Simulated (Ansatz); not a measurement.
# In3GaSb2N2: the cost of one run

Method: DFT PBE, scalar-relativistic, plane waves, PAW, unless a step names another level, in Ansatz 0.2.0.

6 further runs of the same task are left out: 6 set aside as unsound or not needed.

## 1. Plan

Pauling electronegativities: In 1.78, Ga 1.81, Sb 2.05, N 3.04 (spread 1.26). The formula balances with common oxidation states: Ga +3, In +3, N -3, Sb -3. Tabulated atomic sizes suggest about 21 Å³/atom. 23 candidates were drawn, by swapping species into database cells of other compounds, at random by space group and Wyckoff sites, or by hand, as the table says:

```csv
name,made from,space group no.,Wyckoff sites,atoms (primitive cell),V (Å³/atom)
c01,built by hand: 4H polytype with segregated anion layers,156,"In 1c, 1b, 1b; Ga 1a; Sb 1c, 1b; N 1a, 1b",8,20.9
c02,built by hand: Famatinite-derived with ordered anions,42,"In 8b, 4a; Ga 4a; Sb 8c; N 8d",8,20.9
c03,random,123,"In 2g, 1a; Ga 1d; Sb 2h; N 2f",8,24.5
c04,random,191,In 3g; Ga 1a; Sb 2d; N 2c,8,23.8
c05,built by hand: Zincblende (001) nitride/antimonide superlattice,115,"In 2f, 1d; Ga 1a; Sb 2g; N 2g",8,20.9
c06,random,123,"In 2g, 1c; Ga 1a; Sb 1d, 1b; N 2h",8,21.6
c07,random,12,"In 4i, 2c; Ga 2d; Sb 4g; N 2b, 2a",8,21.3
c08,random,160,"In 9b; Ga 3a; Sb 3a, 3a; N 3a, 3a",8,22.0
c09,random,47,"In 2r, 1b; Ga 1d; Sb 2q; N 2i",8,26.5
c10,random,123,"In 2g, 1a; Ga 1c; Sb 2e; N 2f",8,21.8
c11,database cell of TiNb3Al2C2,156,"In 1c, 1c, 1a; Ga 1a; Sb 1a, 1c; N 1b, 1b",8,21.4
c12,random,99,"In 1b, 2c; Ga 1b; Sb 1a, 1b; N 2c",8,26.6
c13,random,183,"In 1a, 2b; Ga 1a; Sb 2b; N 2b",8,24.2
c14,database cell of Ti3NbAl2C2,156,"In 1c, 1c, 1a; Ga 1a; Sb 1b, 1b; N 1a, 1c",8,21.4
c15,random,191,"In 2c, 1a; Ga 1b; Sb 2e; N 2d",8,24.4
c16,built by hand: Ordered orthohexagonal wurtzite,6,"In 1b, 1b, 1a; Ga 1a; Sb 1b, 1a; N 1a, 1b",8,20.9
c17,random,65,"In 4f, 2b; Ga 2d; Sb 4h; N 4l",8,21.6
c18,"built by hand: Zincblende, Cu3Au-type cations and layered anions",35,"In 4c, 2b; Ga 2a; Sb 4e; N 4d",8,20.9
c19,random,183,"In 3c; Ga 1a; Sb 1a, 1a; N 2b",8,26.1
c20,random,139,"In 4c, 2a; Ga 2b; Sb 4e; N 4d",8,24.9
c21,random,71,"In 4h, 2b; Ga 2a; Sb 4j; N 4f",8,25.1
c22,database cell of In3CuAs2Se2,115,"In 2f, 1d; Ga 1a; Sb 2g; N 2g",8,24.8
c23,random,65,"In 2a, 4j; Ga 2c; Sb 2d, 2b; N 4i",8,24.7
```

## 2. Screening run of c03

input.yaml

```yaml
crystal:
  lattice:
    - [5.02173521, 0.0, 0.0]
    - [0.0, 5.02173521, 0.0]
    - [0.0, 0.0, 7.7755839]
  atoms:
    - { symbol: In, position: [0.0, 0.0, 0.69512445] }
    - { symbol: In, position: [0.0, 0.0, 0.30487555] }
    - { symbol: In, position: [0.0, 0.0, 0.0] }
    - { symbol: Ga, position: [0.5, 0.5, 0.5] }
    - { symbol: Sb, position: [0.5, 0.5, 0.8052365] }
    - { symbol: Sb, position: [0.5, 0.5, 0.1947635] }
    - { symbol: "N", position: [0.0, 0.5, 0.0] }
    - { symbol: "N", position: [0.5, 0.0, 0.0] }
basis:
  ecutwfc: 420
kpoints:
  mp_grid: { grid: [3, 3, 2] }
hamiltonian:
  xc: pbe
scf:
  occupations: { method: gaussian, width: 0.15 }
  lower_state_search: "off"
output:
  forces: true
  stress: true
  eigenvalues: true
relax:
  adjacent_minimum: "off"
  f_tol: 0.08
  max_steps: 16
  cell: { stress_tol: 0.8 }
```

Started as:

```sh
$ ansatz run input.yaml --threads 1 --pin off --max-ram 2560MiB --backend cpu --events-out ev --progress --plain --runs-dir out
```

Q: Estimate wall time and peak memory on 1 thread of Intel Xeon 6975P-C (Granite Rapids), shared host.

About 24 s, with a peak of 0.56 GiB.
